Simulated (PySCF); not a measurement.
# C₈H₁₀O₂: vibronic structure

Aim: compute the vibronic structure of C₈H₁₀O₂ (`C[C@@H]1C=CC=C(C(=O)O)C1`).

Computed with PySCF 2.14.0 and routines of our own; the level stands in each step. Atoms count from 0.

## Step 1: The system as given

20 atoms, charge 0, multiplicity 1; geometry from: GFN2-xTB.

## Step 2: Vibronic structure: TDDFT HF/def2-SV(P)

Job settings and geometry (Å):

```
{"job": {"kind": "vib", "xc": "HF", "basis": "def2-SV(P)", "tda": false}, "charge": 0, "multiplicity": 1}
C     -1.854814    -0.426048    -1.091697
C     -1.488610    -0.080338     0.357586
C     -1.281803     1.403798     0.459975
C     -0.076209     1.952079     0.290204
C      1.078439     1.123439     0.045336
C      1.018970    -0.203141     0.256720
C      2.154742    -1.097578     0.006229
O      2.120093    -2.301809     0.110759
O      3.279617    -0.456754    -0.369944
C     -0.231209    -0.827016     0.809278
H     -1.034882    -0.164602    -1.756547
H     -2.051582    -1.491629    -1.183948
H     -2.742025     0.120657    -1.404052
H     -2.323359    -0.378599     0.999747
H     -2.160065     2.018150     0.594529
H      0.061949     3.022991     0.303000
H      1.982956     1.585852    -0.318395
H      3.981507    -1.108403    -0.520681
H     -0.162746    -0.806532     1.902993
H     -0.276118    -1.873840     0.505871
```

Method: TDDFT HF/def2-SV(P) vertical-gradient vibronic structure (displaced harmonic oscillators, Condon), gas phase.

Command:

```sh
$ OMP_NUM_THREADS=1 python excited_run.py task.json out
```

The driver reads the jobs from task.json and runs them one after another.

The log of the run:

```text
final grid: 76520 points
cycle   1  E = -457.8978660159  dE =  2.803e+00  |g| = 9.011e-01  |ddm| = 4.656e+00
cycle   2  E = -458.0470075647  dE = -1.491e-01  |g| = 5.797e-01  |ddm| = 1.565e+00
cycle   3  E = -458.1093557922  dE = -6.235e-02  |g| = 1.114e-01  |ddm| = 7.028e-01
cycle   4  E = -458.1132411754  dE = -3.885e-03  |g| = 3.932e-02  |ddm| = 1.991e-01
cycle   5  E = -458.1136507926  dE = -4.096e-04  |g| = 9.307e-03  |ddm| = 5.740e-02
cycle   6  E = -458.1137068788  dE = -5.609e-05  |g| = 4.304e-03  |ddm| = 2.453e-02
cycle   7  E = -458.1137209972  dE = -1.412e-05  |g| = 1.545e-03  |ddm| = 1.573e-02
cycle   8  E = -458.1137226369  dE = -1.640e-06  |g| = 6.746e-04  |ddm| = 4.783e-03
cycle   9  E = -458.1137228990  dE = -2.622e-07  |g| = 1.917e-04  |ddm| = 2.050e-03
cycle  10  E = -458.1137229294  dE = -3.034e-08  |g| = 8.991e-05  |ddm| = 5.155e-04
cycle  11  E = -458.1137229360  dE = -6.621e-09  |g| = 3.430e-05  |ddm| = 2.724e-04
cycle  12  E = -458.1137229371  dE = -1.110e-09  |g| = 1.405e-05  |ddm| = 1.122e-04
cycle  13  E = -458.1137229373  dE = -2.123e-10  |g| = 6.987e-06  |ddm| = 4.693e-05
converged SCF energy = -458.1137229373

Singlet excitations (eV, f): 4.821 (0.2669)  6.221 (0.0003)  7.953 (0.1755)  8.067 (0.2557)  8.179 (0.0184)  8.314 (0.0138)

State S1  4.8208 eV  f = 0.26687  H->L 0.95
  relaxed dipole 3.169 D, largest gradient of the excitation energy 0.1397 Eh/bohr
  mode    cm-1        S   lambda/meV  Raman
   42   1604.1    3.1182     620.2   1.000
   11    489.7    0.9334      56.7   0.028
   26   1077.7    0.1604      21.4   0.023
   34   1293.1    0.1102      17.7   0.023
    7    317.4    0.3892      15.3   0.005
   27   1095.1    0.1091      14.8   0.016
   33   1277.4    0.0747      11.8   0.015
   10    482.5    0.1896      11.3   0.006
    9    391.7    0.2326      11.3   0.004
   37   1360.8    0.0649      11.0   0.015
   35   1311.3    0.0652      10.6   0.014
   20    888.4    0.0706       7.8   0.007
  reorganisation energy 0.8647 eV, total S 6.856, 0-0 3.9561 eV
  absorption maximum 4.802 eV, width 0.910 eV

State S3  7.9526 eV  f = 0.17553  H-1->L 0.33, H-3->L 0.23, H-5->L 0.20
  relaxed dipole 3.610 D, largest gradient of the excitation energy 0.1178 Eh/bohr
  mode    cm-1        S   lambda/meV  Raman
   42   1604.1    1.6789     333.9   1.000
   37   1360.8    0.8645     145.9   0.371
   21    913.3    1.1204     126.9   0.216
    2     77.1    4.9388      47.2   0.007
   43   1672.6    0.1797      37.3   0.116
   12    565.6    0.4848      34.0   0.036
   29   1144.3    0.2291      32.5   0.069
   36   1355.7    0.1280      21.5   0.054
    7    317.4    0.5434      21.4   0.013
   11    489.7    0.3022      18.3   0.017
   13    594.7    0.2019      14.9   0.017
   23    971.4    0.1163      14.0   0.025
  reorganisation energy 0.9830 eV, total S 13.676, 0-0 6.9696 eV
  absorption maximum 7.886 eV, width 0.921 eV

State S4  8.0667 eV  f = 0.25567  H-3->L 0.26, H-1->L 0.26, H->L+1 0.14
  relaxed dipole 3.051 D, largest gradient of the excitation energy 0.0929 Eh/bohr
  mode    cm-1        S   lambda/meV  Raman
   42   1604.1    1.0237     203.6   1.000
   11    489.7    1.3313      80.8   0.121
   21    913.3    0.6197      70.2   0.196
    3    132.4    2.2613      37.1   0.015
   28   1134.5    0.2574      36.2   0.126
   10    482.5    0.3612      21.6   0.032
   44   1739.9    0.0574      12.4   0.066
   18    852.7    0.1094      11.6   0.030
   32   1265.9    0.0615       9.6   0.037
   36   1355.7    0.0565       9.5   0.039
   43   1672.6    0.0403       8.4   0.043
   27   1095.1    0.0572       7.8   0.026
  reorganisation energy 0.5803 eV, total S 7.582, 0-0 7.4864 eV
  absorption maximum 7.992 eV, width 0.672 eV

State T1  2.2439 eV  f = 0.00000  H->L 0.85
  relaxed dipole 2.052 D, largest gradient of the excitation energy 0.1522 Eh/bohr
  mode    cm-1        S   lambda/meV  Raman
   42   1604.1    3.4292     682.0   1.000
   11    489.7    0.7125      43.3   0.019
   37   1360.8    0.1075      18.1   0.023
   20    888.4    0.1438      15.8   0.013
   26   1077.7    0.1068      14.3   0.014
   10    482.5    0.1693      10.1   0.004
   29   1144.3    0.0708      10.0   0.011
    7    317.4    0.2287       9.0   0.003
   35   1311.3    0.0550       8.9   0.011
    9    391.7    0.1748       8.5   0.003
   34   1293.1    0.0375       6.0   0.007
   25   1060.0    0.0396       5.2   0.005
  reorganisation energy 0.8829 eV, total S 6.381, 0-0 1.3610 eV
  absorption maximum 2.213 eV, width 0.943 eV
```

Run time: 43 s. Hardware: 1 thread of Arm Neoverse N1, shared host; peak memory 0.79 GiB.

## Step 3: Vibronic structure: TDDFT OLYP/pcseg-0

The job, as its differences from that of step 2:

```diff
@@ -1,2 +1,2 @@
-{"job": {"kind": "vib", "xc": "HF", "basis": "def2-SV(P)", "tda": false}, "charge": 0, "multiplicity": 1}
+{"job": {"kind": "vib", "xc": "OLYP", "basis": "pcseg-0", "tda": false, "fwhm_ev": 0.08, "nstates": 4, "grid": 0, "nbright": 3, "scf": {"max_cycle": 59}, "maxiter": 30}, "charge": 0, "multiplicity": 1}
 C     -1.854814    -0.426048    -1.091697
```

With the program's defaults for keys left out, this is: TDDFT OLYP/pcseg-0 vertical-gradient vibronic structure (displaced harmonic oscillators, Condon), gas phase.

The log of the run:

```text
final grid: 17064 points
cycle   1  E = -459.7902640083  dE =  1.389e+00  |g| = 9.357e-01  |ddm| = 4.924e+00
cycle   2  E = -458.9956432701  dE =  7.946e-01  |g| = 2.132e+00  |ddm| = 3.704e+00
cycle   3  E = -459.8850226098  dE = -8.894e-01  |g| = 6.515e-01  |ddm| = 3.006e+00
cycle   4  E = -459.9739896608  dE = -8.897e-02  |g| = 1.017e-01  |ddm| = 7.253e-01
cycle   5  E = -459.9748688373  dE = -8.792e-04  |g| = 7.027e-02  |ddm| = 1.981e-01
cycle   6  E = -459.9760049495  dE = -1.136e-03  |g| = 2.570e-02  |ddm| = 1.254e-01
cycle   7  E = -459.9761880976  dE = -1.831e-04  |g| = 7.714e-03  |ddm| = 3.960e-02
cycle   8  E = -459.9762025248  dE = -1.443e-05  |g| = 2.535e-03  |ddm| = 1.280e-02
cycle   9  E = -459.9762040853  dE = -1.560e-06  |g| = 1.016e-03  |ddm| = 4.397e-03
cycle  10  E = -459.9762043604  dE = -2.751e-07  |g| = 2.803e-04  |ddm| = 1.600e-03
cycle  11  E = -459.9762043811  dE = -2.071e-08  |g| = 7.490e-05  |ddm| = 4.595e-04
cycle  12  E = -459.9762043825  dE = -1.429e-09  |g| = 1.857e-05  |ddm| = 1.489e-04
cycle  13  E = -459.9762043826  dE = -8.049e-11  |g| = 7.965e-06  |ddm| = 3.136e-05
converged SCF energy = -459.9762043826

Singlet excitations (eV, f): 3.826 (0.0005)  4.135 (0.2105)  5.329 (0.0145)  5.598 (0.0053)

State S1  3.8257 eV  f = 0.00050  H-1->L 0.99
  relaxed dipole 5.021 D, largest gradient of the excitation energy 0.1535 Eh/bohr
  mode    cm-1        S   lambda/meV  Raman
   44   1739.9    1.2294     265.2   1.000
   42   1604.1    0.8794     174.9   0.608
   32   1265.9    0.5423      85.1   0.234
   16    742.2    0.4245      39.1   0.063
   11    489.7    0.5823      35.3   0.038
   14    599.5    0.4606      34.2   0.044
   12    565.6    0.4305      30.2   0.037
   10    482.5    0.4714      28.2   0.029
    1     51.2    3.0950      19.6   0.002
   33   1277.4    0.1142      18.1   0.050
   31   1200.3    0.1079      16.1   0.042
   13    594.7    0.1762      13.0   0.017
  reorganisation energy 0.8098 eV, total S 9.389, 0-0 3.0158 eV
  absorption maximum 3.766 eV, width 0.870 eV

State S2  4.1355 eV  f = 0.21050  H->L 0.94
  relaxed dipole 3.504 D, largest gradient of the excitation energy 0.0714 Eh/bohr
  mode    cm-1        S   lambda/meV  Raman
   42   1604.1    0.8958     178.2   1.000
   34   1293.1    0.1862      29.9   0.135
   10    482.5    0.4179      25.0   0.042
   11    489.7    0.3887      23.6   0.040
   27   1095.1    0.1715      23.3   0.089
    7    317.4    0.3246      12.8   0.014
   38   1403.7    0.0513       8.9   0.044
   33   1277.4    0.0423       6.7   0.030
    3    132.4    0.3221       5.3   0.002
   22    943.9    0.0449       5.3   0.017
   30   1175.4    0.0325       4.7   0.019
   31   1200.3    0.0261       3.9   0.016
  reorganisation energy 0.3612 eV, total S 3.518, 0-0 3.7743 eV
  absorption maximum 4.016 eV, width 0.580 eV

State S3  5.3294 eV  f = 0.01453  H-2->L 0.92
  relaxed dipole 6.630 D, largest gradient of the excitation energy 0.1278 Eh/bohr
  mode    cm-1        S   lambda/meV  Raman
   32   1265.9    1.3445     211.0   0.862
   42   1604.1    0.9720     193.3   1.000
   44   1739.9    0.3828      82.6   0.463
   12    565.6    0.9905      69.5   0.127
   14    599.5    0.7944      59.0   0.114
   26   1077.7    0.3940      52.6   0.183
   27   1095.1    0.3477      47.2   0.167
   33   1277.4    0.2799      44.3   0.183
    1     51.2    6.5952      41.9   0.007
   11    489.7    0.5541      33.6   0.053
   31   1200.3    0.2120      31.5   0.122
   13    594.7    0.3932      29.0   0.056
  reorganisation energy 1.0460 eV, total S 15.501, 0-0 4.2835 eV

State T1  2.6342 eV  f = 0.00000  H->L 0.98
  relaxed dipole 2.581 D, largest gradient of the excitation energy 0.1080 Eh/bohr
  mode    cm-1        S   lambda/meV  Raman
   42   1604.1    1.8372     365.4   1.000
   11    489.7    0.4649      28.2   0.024
   26   1077.7    0.0854      11.4   0.021
   27   1095.1    0.0749      10.2   0.019
   10    482.5    0.1653       9.9   0.008
    7    317.4    0.2414       9.5   0.005
   34   1293.1    0.0564       9.0   0.020
    2     77.1    0.7683       7.3   0.001
   20    888.4    0.0638       7.0   0.011
   37   1360.8    0.0391       6.6   0.015
    9    391.7    0.1239       6.0   0.004
    3    132.4    0.3486       5.7   0.001
  reorganisation energy 0.5161 eV, total S 4.808, 0-0 2.1181 eV
  absorption maximum 2.556 eV, width 0.680 eV
```

Run time: 29 s. Hardware: 1 thread of Arm Neoverse N1, shared host; peak memory 0.75 GiB.

It converged, yet the result is unsound: grid level 0 is too coarse.

## Step 4: Results

| quantity | value |
| --- | --- |
| S1: vertical, reorganisation, 0-0, total S (step 2, TDDFT HF/def2-SV(P), modes from GFN2-xTB) | 4.82, 0.86, 3.96 eV; 6.9 |
| S3: vertical, reorganisation, 0-0, total S (step 2, TDDFT HF/def2-SV(P), modes from GFN2-xTB) | 7.95, 0.98, 6.97 eV; 13.7 |
| S4: vertical, reorganisation, 0-0, total S (step 2, TDDFT HF/def2-SV(P), modes from GFN2-xTB) | 8.07, 0.58, 7.49 eV; 7.6 |
| runs | 0 failed, 1 ended on unsound input |

In words: The vibronic model keeps the ground-state modes (from xTB) and shifts them along the gradient alone, so it can miss much of the relaxation that a full optimisation finds.
